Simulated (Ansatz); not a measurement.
**CH5AlO2 (SMILES C[Al](O)O): r2SCAN0/def2-SVP**

What is the electronic atomisation energy of CH5AlO2 at r2SCAN0/def2-SVP? 

The results are computed with Ansatz 0.2.0.

## 1. Starting point

The species is CH5AlO2 (9 atoms), meant as a singlet with charge 0. SMILES: `C[Al](O)O`. Geometry: relaxed at PBE0-D4/def2-TZVP. This is one conformer, not always the lowest.

Bond lengths: C1–Al2 1.933 Å, Al2–O3 1.698 Å, Al2–O4 1.698 Å, C1–H5 1.093 Å, C1–H6 1.092 Å, C1–H7 1.094 Å, O3–H8 0.954 Å, O4–H9 0.955 Å. Some angles: C1–Al2–O3 118.6°, C1–Al2–O4 119.1°, O3–Al2–O4 122.3°, Al2–C1–H5 111.1°, Al2–C1–H6 111.7°, Al2–C1–H7 110.8°, Al2–O3–H8 125.6°, Al2–O4–H9 125.4°, H5–C1–H6 108.4°, H5–C1–H7 106.8°.

## 2. A single-point energy at r2SCAN0/def2-SVP

molecule.yaml

```yaml
crystal:
  periodic: [false, false, false]
  atoms:
    - {symbol: C, position_ang: [-0.025110, 1.109820, -1.034090]}
    - {symbol: Al, position_ang: [-0.001290, -0.302910, 0.285630]}
    - {symbol: O, position_ang: [0.957740, -1.672870, -0.006720]}
    - {symbol: O, position_ang: [-0.933740, -0.131550, 1.694140]}
    - {symbol: H, position_ang: [-0.226970, 0.712350, -2.032300]}
    - {symbol: H, position_ang: [-0.780650, 1.863510, -0.803740]}
    - {symbol: H, position_ang: [0.945840, 1.611200, -1.084700]}
    - {symbol: H, position_ang: [1.048330, -2.422320, 0.577320]}
    - {symbol: H, position_ang: [-0.984140, -0.767250, 2.404460]}
basis:
  gaussian:
    orbitals: def2-SVP
total_charge: 0
hamiltonian:
  xc: {name: r2SCAN0}
accuracy: high
output:
  orbitals: {seedname: orbitals}
```

Launch:

```
ansatz run molecule.yaml --threads 1 --pin off --max-ram 3480MiB --events-out events.jsonl --progress --plain --runs-dir runs
```

The program printed:

```text
Warning: RAYON_NUM_THREADS=1 ignored (pool sized by the plan → 1); use --threads N
Functional definition: r2SCAN0
  name "r2SCAN0"
  parameter a = 0.25
  parameter k0 = 0.174
  parameter k1 = 0.065
  parameter a1 = 4.9479
  exchange = (1 - a)*r2scan_x(k0 = k0, k1 = k1, a1 = a1) + a*exact_x
  correlation = r2scan_c
1886 factors; integrals over basis functions are off by at most 1.0e-8 eV
mean field evaluation 1: about -11791.0997 eV, gradient 7.7e1 eV
mean field evaluation 2: about -11783.5537 eV, gradient 9.9e1 eV
mean field evaluation 4: about -11802.2072 eV, gradient 2.7e0 eV
mean field evaluation 8: about -11802.3931 eV, gradient 1.4e-1 eV
mean field evaluation 16: about -11802.3932 eV, gradient 6.6e-6 eV
mean field -11802.39315290 eV, -433.7299484196 hartree, gradient 5.5e-8 eV, S^2 0.000000; 0 other end points of the search recorded, 0 dependent functions left out
reference -11802.39315360 eV, -433.7299484455 hartree; 20, 20 occupied and 65, 65 virtual orbitals, 1886 factors
Total energy: -11802.39315360 eV, -433.7299484455 hartree
```

Wall time 8.7 s (1 thread of AMD EPYC 9R14 (Zen 4), shared host); peak memory 0.34 GiB.

## 3. The Al atom, same level

in.yaml

```yaml
crystal:
  periodic: [false, false, false]
  atoms:
    - {symbol: Al, position_ang: [0.000000, 0.000000, 0.000000]}
basis:
  gaussian:
    orbitals: def2-SVP
total_charge: 0
magnetization:
  spin_polarized: true
  initial_magnetization: 1
hamiltonian:
  xc: {name: r2SCAN0}
accuracy: high
```

Launch:

```
ansatz run in.yaml --threads 1 --pin off --max-ram 3480MiB --events-out events.jsonl --progress --plain --runs-dir runs
```

The program printed (excerpt; [...] marks lines left out):

```text
Warning: RAYON_NUM_THREADS=1 ignored (pool sized by the plan → 1); use --threads N
[... 8 set-up lines as earlier in the session ...]
142 factors; integrals over basis functions are off by at most 1.6e-9 eV
mean field evaluation 1: about -6591.7499 eV, gradient 1.8e0 eV
mean field evaluation 2: about -6591.7999 eV, gradient 5.1e-1 eV
mean field evaluation 4: about -6591.8048 eV, gradient 2.0e-2 eV
mean field evaluation 8: about -6591.8048 eV, gradient 2.1e-5 eV
mean field evaluation 16: about -6591.8048 eV, gradient 1.8e-6 eV
mean field -6591.80476630 eV, -242.2443570757 hartree, gradient 2.8e-8 eV, S^2 0.755825; 0 other end points of the search recorded, 0 dependent functions left out
reference -6591.80476972 eV, -242.2443572014 hartree; 7, 6 occupied and 11, 12 virtual orbitals, 142 factors
Total energy: -6591.80476972 eV, -242.2443572014 hartree
```

Wall time 1.4 s (1 thread of AMD EPYC 9R14 (Zen 4), shared host); peak memory 0.15 GiB.

## 4. The C atom at the same level

run.yaml

```yaml
basis:
  gaussian:
    orbitals: def2-SVP
crystal:
  periodic: [false, false, false]
  atoms:
    - symbol: C
      position_ang: [0.000000, 0.000000, 0.000000]
magnetization:
  spin_polarized: true
  initial_magnetization: 2
hamiltonian:
  xc: {name: r2SCAN0}
accuracy: high
```

Run the same way, it converges to -37.78832 Eh (log not shown).

## 5. The H atom

molecule.yaml

```yaml
crystal:
  periodic: [false, false, false]
  atoms:
    - {symbol: H, position_ang: [0.000000, 0.000000, 0.000000]}
basis:
  gaussian:
    orbitals: def2-SVP
accuracy: high
hamiltonian:
  xc: {name: r2SCAN0}
magnetization:
  spin_polarized: true
  initial_magnetization: 1
```

Run the same way, it converges to -0.49923 Eh (log not shown).

## 6. The O atom

input.yaml

```yaml
basis:
  gaussian:
    orbitals: def2-SVP
crystal:
  periodic: [false, false, false]
  atoms:
    - {symbol: O, position_ang: [0.000000, 0.000000, 0.000000]}
magnetization:
  spin_polarized: true
  initial_magnetization: 2
hamiltonian:
  xc: {name: r2SCAN0}
accuracy: high
```

Run the same way, it converges to -74.96183 Eh (log not shown).

## 7. What came out

At r2SCAN0/def2-SVP:

| quantity | value |
| --- | --- |
| molecule: total energy | -433.72995 Eh |
| molecule: HOMO energy | -8.65 eV |
| molecule: LUMO energy | 0.56 eV |
| molecule: HOMO–LUMO gap | 9.21 eV |
| Al atom: total energy | -242.24436 Eh |
| Al atom: ⟨S²⟩ | 0.756 |
| C atom: total energy | -37.78832 Eh |
| C atom: ⟨S²⟩ | 2.005 |
| H atom: total energy | -0.49923 Eh |
| H atom: ⟨S²⟩ | 0.750 |
| O atom: total energy | -74.96183 Eh |
| O atom: ⟨S²⟩ | 2.004 |
| electronic atomisation energy | 34.762 eV |

In words: Taking the molecule apart into free atoms costs 34.76 eV (3354 kJ/mol), before zero-point energy and without spin-orbit coupling.
